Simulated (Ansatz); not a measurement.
The system is Cd2TeS.

```
Te Cd S
1.0
     4.44222    0.00000    0.00000
    -2.22111    3.84707    0.00000
     0.00000    0.00000    7.26964
Te Cd S
1 2 1
Direct
  0.00000 0.00000 0.63004
  0.00000 0.00000 0.02425
  0.66667 0.33333 0.47354
  0.66667 0.33333 0.12016
```

The cell comes from a database or a generator and needn't be the stable form of this composition.

| Quantity | Value |
| --- | --- |
| Program | Ansatz 0.2.0 |
| Task | relaxation of cell and atoms |
| Functional | RPBE |
| Potentials or basis | Ansatz PAW |
| Cutoff | 420 eV (not typed: the program's choice for these potentials) |
| k mesh | 7 × 7 × 4 |
| Occupations | fermi-dirac, width 0.05 eV |
| Spin | no spin polarisation |

At the start: volume 31.06 Å³/atom.

**Question.** Where does the relaxation end?

**Answer.** It ends after 5 steps and the volume is 32.30 Å³/atom (+4.0 %); space group P3m1 (No. 156, to 0.05 Å).

The path:
```tsv
step	energy change (eV)	largest force (eV/Å)	volume (Å³)
1	0.0000	0.0217	124.23
2	-0.0186	0.0979	130.78
3	-0.0224	0.0135	129.36
4	-0.0225	0.0073	129.22
5	-0.0235	0.0072	129.22
```

Final structure:
```
CELL_PARAMETERS angstrom
4.49820 0.00000 0.00000
-2.24910 3.89555 0.00000
0.00000 0.00000 7.37406
ATOMIC_POSITIONS crystal
Te 0.00000 0.00000 0.62947
Cd 0.00000 0.00000 0.02317
Cd 0.66667 0.33333 0.47369
S 0.66667 0.33333 0.12167
```

Caveat: the plane-wave basis is chosen anew once the cell has moved, so the energies of steps on either side of that aren't comparable; the PAW data sets come from PBE, with cores solved anew for the run's functional, which leaves a small shift of forces and pressure.
